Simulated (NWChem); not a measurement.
# SiN2H4ClF (SMILES N[Si](N)(F)Cl): levels of theory compared

We compute a comparison of 6 runs (HF/def2-SVP, PBE/6-31G, PBE0/6-31G*, PBE0/def2-SVP, MP2/def2-SVPD, CCSD(T)/3-21G) of SiN2H4ClF. 

The calculation is run with NWChem 7.3.0.

### 1 Starting point

The species is SiN2H4ClF (9 atoms), meant as a singlet with charge 0. SMILES: `N[Si](N)(F)Cl`. The coordinates come from a PBE0-D4/def2-TZVP relaxation. This is one conformer, not always the lowest.

Bond lengths: N1–Si2 1.688 Å, Si2–N3 1.684 Å, Si2–F4 1.593 Å, Si2–Cl5 2.053 Å, N1–H6 1.006 Å, N1–H7 1.007 Å, N3–H8 1.006 Å, N3–H9 1.005 Å. Some angles: N1–Si2–N3 109.6°, N1–Si2–F4 104.5°, N1–Si2–Cl5 117.1°, N3–Si2–F4 116.4°, N3–Si2–Cl5 105.5°, F4–Si2–Cl5 104.2°, Si2–N1–H6 120.4°, Si2–N1–H7 120.4°, Si2–N3–H8 121.2°, Si2–N3–H9 121.8°.

### 2 Energy and forces at HF/def2-SVP (run 1)

Contents of clfh4n2si.nw:

```
start clfh4n2si
title "ClFH4N2Si hf"
memory total 2200 mb

geometry units angstrom noautosym nocenter noautoz
N     -1.103400     0.512600    -0.802400
Si     0.413700    -0.007900    -0.276100
N      0.278200    -0.677900     1.262900
F      0.921700    -0.982300    -1.429200
Cl     1.890300     1.411100    -0.127000
H     -1.655800     1.131700    -0.233100
H     -1.287400     0.634500    -1.784500
H     -0.423900    -1.367700     1.471900
H      1.055000    -0.700400     1.900500
end

basis spherical bse
N library def2-SVP
Si library def2-SVP
F library def2-SVP
Cl library def2-SVP
H library def2-SVP
end

scf
nopen 0
rhf
thresh 1e-08
maxiter 80
print medium
end

task scf gradient
```

Launch:

```sh
$ nwchem clfh4n2si.nw > clfh4n2si.out
```

What it wrote:

```text
[...]
  functions       =    98
[...]
  wavefunction    = RHF
[...]
         Total SCF energy =   -958.893418403819
      One-electron energy =  -1958.147711287503
      Two-electron energy =    682.423367894413
 Nuclear repulsion energy =    316.830924989271
        Time for solution =     12.5s
[...]
                         RHF ENERGY GRADIENTS
    atom               coordinates                        gradient
                 x          y          z           x          y          z
   1 N      -2.085124   0.968674  -1.516316    0.004722  -0.006688   0.004060
   2 Si      0.781780  -0.014929  -0.521753    0.006342  -0.001975  -0.005688
   3 N       0.525722  -1.281045   2.386535   -0.001823   0.006063  -0.006112
   4 F       1.741760  -1.856278  -2.700796   -0.003545   0.006339   0.006309
   5 Cl      3.572149   2.666592  -0.239995   -0.004514  -0.004938   0.000449
   6 H      -3.129008   2.138603  -0.440495   -0.001926   0.003539   0.003420
   7 H      -2.432833   1.199031  -3.372216   -0.000022   0.000530  -0.005020
   8 H      -0.801055  -2.584578   2.781488   -0.003584  -0.003512   0.000253
   9 H       1.993661  -1.323564   3.591424    0.004350   0.000641   0.002329
[...]
```

It took 18 s on 1 thread of Intel Xeon Platinum 8375C at 2.90GHz (Ice Lake), shared host; peak memory 0.099 GiB.

### 3 Energy and gradient at PBE/6-31G (run 2)

Contents of mol.nw:

```
start mol
memory total 2200 mb
charge 0

geometry noautosym nocenter noautoz
   N       -1.103400       0.512600      -0.802400
   Si       0.413700      -0.007900      -0.276100
   N        0.278200      -0.677900       1.262900
   F        0.921700      -0.982300      -1.429200
   Cl       1.890300       1.411100      -0.127000
   H       -1.655800       1.131700      -0.233100
   H       -1.287400       0.634500      -1.784500
   H       -0.423900      -1.367700       1.471900
   H        1.055000      -0.700400       1.900500
end

basis "ao basis" spherical bse
   * library 6-31G
end

dft
   xc xpbe96 cpbe96
   grid xfine
   convergence energy 1e-08
   iterations 100
   mulliken
   print medium
end

task dft gradient
```

Launch:

```sh
$ nwchem mol.nw > mol.out
```

What it wrote:

```text
[...]
          Wavefunction type:  closed shell.
          No. of atoms     :     9
          No. of electrons :    58
[...]
          Charge           :     0
          Spin multiplicity:     1
[...]
          AO basis - number of functions:    61
[...]
              XC Information
              --------------
          PerdewBurkeErnzerhof Exchange Functional  1.000
            Perdew 1991 LDA Correlation Functional  1.000 local
           PerdewBurkeErnz. Correlation Functional  1.000 non-local
[...]
 d= 0,ls=0.0,diis     1   -960.7704927453 -1.28D+03  3.28D-02  9.29D-01     3.3
[...]
 d= 0,ls=0.0,diis    11   -960.8822960823 -4.35D-10  2.09D-07  1.93D-10    27.8
         Total DFT energy =     -960.882296082326
      One electron energy =    -1957.804366261554
           Coulomb energy =      754.683292370596
    Exchange-Corr. energy =      -74.592147180639
 Nuclear repulsion energy =      316.830924989271
[...]
      Total Density - Mulliken Population Analysis
     ---------------------------------------------
    Atom       Charge   Shell Charges
 -----------   ------   -------------------------------------------------------
    1 N    7     7.90   2.00  0.76  2.56  0.85  1.73
    2 Si  14    12.92   2.00  1.99  5.96  0.96  1.73 -0.05  0.32
    3 N    7     7.92   2.00  0.76  2.57  0.84  1.75
    4 F    9     9.37   2.00  0.93  3.31  1.05  2.10
    5 Cl  17    17.26   2.00  2.00  5.97  1.41  3.65  0.56  1.67
    6 H    1     0.66   0.51  0.15
    7 H    1     0.66   0.51  0.15
    8 H    1     0.65   0.51  0.14
    9 H    1     0.66   0.51  0.15
[...]
  wavefunction    = closed shell
[...]
```

It took 36 s on 1 thread of Intel Xeon Platinum 8375C at 2.90GHz (Ice Lake), shared host; peak memory 0.14 GiB.

Runs 3 to 5 aren't shown in full; the table further down has their settings and results.

### 4 The energy at CCSD(T)/3-21G (run 6)

Contents of clfh4n2si.nw:

```
start clfh4n2si
title "ClFH4N2Si"
memory stack 880 mb heap 220 mb global 1100 mb
geometry units angstroms noautosym nocenter noautoz
N    -1.103400    0.512600   -0.802400
Si    0.413700   -0.007900   -0.276100
N     0.278200   -0.677900    1.262900
F     0.921700   -0.982300   -1.429200
Cl    1.890300    1.411100   -0.127000
H    -1.655800    1.131700   -0.233100
H    -1.287400    0.634500   -1.784500
H    -0.423900   -1.367700    1.471900
H     1.055000   -0.700400    1.900500
end
basis spherical bse
* library 3-21G
end
scf
nopen 0
rhf
thresh 1e-08
maxiter 80
print medium
end
ccsd
freeze core 13
maxiter 60
end
task ccsd(t) energy
```

Launch:

```sh
$ nwchem clfh4n2si.nw > clfh4n2si.out
```

What it wrote:

```text
[...]
  functions       =    61
[...]
  wavefunction    = RHF
[...]
         Total SCF energy =   -954.411594307716
      One-electron energy =  -1952.073727922702
      Two-electron energy =    680.831208625715
 Nuclear repulsion energy =    316.830924989271
        Time for solution =      2.6s
[...]
 Total MP2 energy:           -954.828585112982296
[...]
             energy      energy      error      ampl     ampl      Block
                                                time     time      time
[...]
 Total CCSD energy:           -954.852578755722561
[...]
 Total CCSD+T(CCSD) energy:           -954.861775961517196
[...]
 Total CCSD(T) energy:                -954.860898744903693
[...]
```

It took 38 s on 1 thread of Intel Xeon Platinum 8375C at 2.90GHz (Ice Lake), shared host; peak memory 0.17 GiB.

### 5 All runs side by side

```tsv
run	level	iteration cap	module	energy (Eh)	dipole moment (D)	HOMO energy (eV)	LUMO energy (eV)	wall time
1	HF/def2-SVP	80	scf	-958.893418	2.70	-11.54	4.43	18 s
2	PBE/6-31G	100	dft	-960.882296	3.15	-6.45	0.05	36 s
3	PBE0/6-31G* (spherical functions)	100	dft	-961.090403	2.80	-7.82	1.56	49 s
4	PBE0/def2-SVP	100	dft	-960.740909	2.63	-7.79	1.39	28 s
5	MP2/def2-SVPD	80	mp2	-959.720276	2.53	-11.72	2.18	2.7 min
6	CCSD(T)/3-21G	80	ccsd(t)	-954.860899	–	-11.64	5.58	38 s
```

### 6 Summary of results

| quantity | value |
| --- | --- |
| run 6: total energy | -954.86090 Eh |
| run 6: HOMO energy (Hartree–Fock orbitals) | -11.64 eV |
| run 6: LUMO energy (Hartree–Fock orbitals) | 5.58 eV |
| run 6: HOMO–LUMO gap (Hartree–Fock orbitals) | 17.22 eV |
| run 6: correlation energy (13 core orbitals frozen) | -449.3 mEh |
| run 6: (T) correction | -8.32 mEh |

In words: Over runs 1, 2, 3, 4, 5 the dipole moment (its size) runs from 2.53 D (MP2/def2-SVPD) to 3.15 D (PBE/6-31G). The two ends differ in method and basis. Over runs 1, 2, 3, 4 the HOMO–LUMO gap runs from 6.50 eV (PBE/6-31G) to 15.98 eV (HF/def2-SVP). Totals of different functionals can't be ranked against each other. All runs together took 5.5 min, the longest 2.7 min.
